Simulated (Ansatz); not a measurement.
# Al5Cu: the cost of one run

Method: DFT PBE, scalar-relativistic, plane waves, PAW, unless a step names another level, in Ansatz 0.2.0.

1 further run of the same task is left out (it didn't finish). Runs told in other sessions of the task aren't counted.

### Step 1. The system as given

Symmetry: P-3m1, No. 164, trigonal system. Conventional cell: a = 2.845 Å, b = 2.845 Å, c = 13.366 Å, α = 90.00°, β = 90.00°, γ = 120.00°. Around Al (site symmetry -3m) lie 12 Al at 2.84 to 2.86 Å. Around Al (site symmetry 3m) lie 12 Al at 2.84 to 2.86 Å. Al (site symmetry 3m) is surrounded by 3 Cu at 2.60 Å and 9 Al at 2.84 to 2.85 Å. Cu (site symmetry -3m) is surrounded by 6 Al at 2.60 Å and 6 Cu at 2.84 Å.

Structure file:

```
Al Cu
1.0
     2.84460    0.00000    0.00000
    -1.42230    2.46349    0.00000
     0.00000    0.00000   13.36569
Al Cu
5 1
Cartesian
  0.0000 0.0000 0.0000
  0.0000 1.6423 11.0287
  1.4223 0.8212 8.6983
  0.0000 1.6423 4.6674
  1.4223 0.8212 2.3370
  0.0000 0.0000 6.6828
```

It is the end of an earlier relaxation with the same method, from a generated guess; it needn't be the stable form of this composition. At a tolerance of 0.05 Å it has space group P-3m1 (No. 164); it has 15.61 Å³/atom, an uncorrected energy of -0.03 eV/atom over the elements.

### Step 2. Electronic structure at the relaxed geometry

The input, input.yaml:

```yaml
crystal:
  lattice:
    - [2.8445970699, -2.89e-08, 0.0]
    - [-1.42229851, 2.4634933405, 0.0]
    - [0.0, 0.0, 13.3656923]
  atoms:
    - { symbol: Al, position: [0.0, 0.0, 0.0] }
    - { symbol: Al, position: [0.3333333333, 0.6666666667, 0.825147] }
    - { symbol: Al, position: [0.6666666667, 0.3333333333, 0.650792] }
    - { symbol: Al, position: [0.3333333333, 0.6666666667, 0.349208] }
    - { symbol: Al, position: [0.6666666667, 0.3333333333, 0.174853] }
    - { symbol: Cu, position: [0.0, 0.0, 0.5] }
basis:
  ecutwfc: 420
kpoints:
  mp_grid: { grid: [18, 18, 4] }
  band_path:
    path:
      - [[0.0, 0.0, 0.0], [0.5, 0.0, 0.0], [0.33333333, 0.33333333, 0.0], [0.0, 0.0, 0.0], [0.0, 0.0, 0.5], [0.5, 0.0, 0.5], [0.33333333, 0.33333333, 0.5], [0.0, 0.0, 0.5]]
      - [[0.5, 0.0, 0.5], [0.5, 0.0, 0.0]]
      - [[0.33333333, 0.33333333, 0.5], [0.33333333, 0.33333333, 0.0]]
    npoints: 14
hamiltonian:
  xc: pbe
scf:
  occupations: { method: gaussian, width: 0.1 }
  n_extra_bands: 15
output:
  forces: true
  stress: true
  eigenvalues: true
  populations: true
  dos: { projected: true, de: 0.02, nscf_kmesh: { grid: [22, 22, 5] } }
  bader: true
  write_density: true
  write_potential: true
  elf: true
  volumetric_format: npy
```

Started as:

```
$ ansatz run input.yaml --threads 4 --pin off --max-ram 8192MiB --backend cpu --events-out ev --progress --plain --runs-dir out
```

**Question.** How long does this run take on 4 threads of Arm Neoverse V2, shared host, and how much memory does it need?

About 23 s, with a peak of 0.71 GiB.
